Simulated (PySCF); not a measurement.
**CSe at other levels of theory**

Aim: see what other levels and later steps give for CSe.

Computed with PySCF 2.14.0. Level: method and basis as typed in the scripts.

## Step 1: The system as given

CSe: 2 atoms, charge 0, spin multiplicity 1.

Bond lengths: C1–Se2 1.734 Å.

## Step 2: Base script

File input.py:

```python
from pyscf import gto, dft

mol = gto.M(
    atom='C 0 0 0; Se 0 0 1.734',
    basis='lanl2dz',
    ecp={'Se': 'lanl2dz'},
    charge=0,
    spin=0,
    verbose=4,
)
mf = dft.RKS(mol, xc='o3lyp')
mf.kernel()
g = mf.nuc_grad_method()
g.grid_response = True
g.kernel()
mf.dip_moment()
print('orbital energies (hartree):', mf.mo_energy[..., max(0, mol.nelec[1]-3):mol.nelec[0]+3].round(4))
```

The run is started by

```
python input.py
```

Its log is not repeated here.

In short: E(SCF) = -47.207590 Eh, 10 cycles, μ = 1.71 D, gradient on the second atom -0.0057 Eh/bohr.

The bond length is a typed value, not an optimised one.

## Step 3: X3lyp

Run 1 changes functional: o3lyp → x3lyp.

File input.py:

```python
from pyscf import gto, dft

mol = gto.M(
    atom='C 0 0 0; Se 0 0 1.734',
    basis='lanl2dz',
    ecp={'Se': 'lanl2dz'},
    charge=0,
    spin=0,
    verbose=4,
)
mf = dft.RKS(mol, xc='x3lyp')
mf.kernel()
g = mf.nuc_grad_method()
g.grid_response = True
g.kernel()
mf.dip_moment()
print('orbital energies (hartree):', mf.mo_energy[..., max(0, mol.nelec[1]-3):mol.nelec[0]+3].round(4))
```

The run is started by

```
python input.py
```

## Step 4: EOM-EA (RHF)

Run 2 changes step after the SCF: gradient → eomea; SCF type: RKS → RHF; functional: o3lyp → none (Hartree–Fock); frozen orbitals: none → 1; number of roots: none → 4.

File input.py:

```python
from pyscf import gto, scf, cc

mol = gto.M(
    atom='C 0 0 0; Se 0 0 1.734',
    basis='lanl2dz',
    ecp={'Se': 'lanl2dz'},
    charge=0,
    spin=0,
    verbose=4,
)
mf = scf.RHF(mol)
mf.kernel()
mycc = cc.CCSD(mf, frozen=1)
mycc.kernel()
e = mycc.eaccsd(nroots=4)[0]
print('roots (eV) =', (e*27.211386).round(3))
mf.dip_moment()
print('orbital energies (hartree):', mf.mo_energy[..., max(0, mol.nelec[1]-3):mol.nelec[0]+3].round(4))
```

## Step 5: Pbe

Run 3 changes functional: o3lyp → pbe.

input.py, as its differences from that of step 2:

```diff
@@ -10,3 +10,3 @@
 )
-mf = dft.RKS(mol, xc='o3lyp')
+mf = dft.RKS(mol, xc='pbe')
 mf.kernel()
```

## Step 6: R2scan

Run 4 changes functional: o3lyp → r2scan.

input.py, as its differences from that of step 2:

```diff
@@ -10,3 +10,3 @@
 )
-mf = dft.RKS(mol, xc='o3lyp')
+mf = dft.RKS(mol, xc='r2scan')
 mf.kernel()
```

## Step 7: M062x

Run 5 changes functional: o3lyp → m062x.

input.py, as its differences from that of step 2:

```diff
@@ -10,3 +10,3 @@
 )
-mf = dft.RKS(mol, xc='o3lyp')
+mf = dft.RKS(mol, xc='m062x')
 mf.kernel()
```

**Question.** What will these runs give? Wanted: for each run, E(SCF); from base; gap; SCF dipole; after the SCF.

As calculated:

```csv
run,E(SCF) (hartree),from base (eV),cycles,gap (eV),SCF dipole (D),after the SCF
base,-47.207590,0,10,4.58,1.71,n/a
x3lyp,-47.173004,not comparable,10,5.47,1.73,n/a
EOM-EA (RHF),-46.749074,not comparable,10,12.26,1.08,"CCSD correlation -4.056 eV, core frozen, first root 0.58 eV"
pbe,-47.168849,not comparable,11,3.41,1.80,n/a
r2scan,-47.190314,not comparable,10,3.89,1.73,n/a
m062x,-47.143862,not comparable,10,7.92,1.62,n/a
```

The gap between the frontier levels is 3.4 eV with pbe (0 % exact exchange) and 7.9 eV with m062x (54 %): exact exchange opens it. A lower total energy from another functional means nothing by itself.
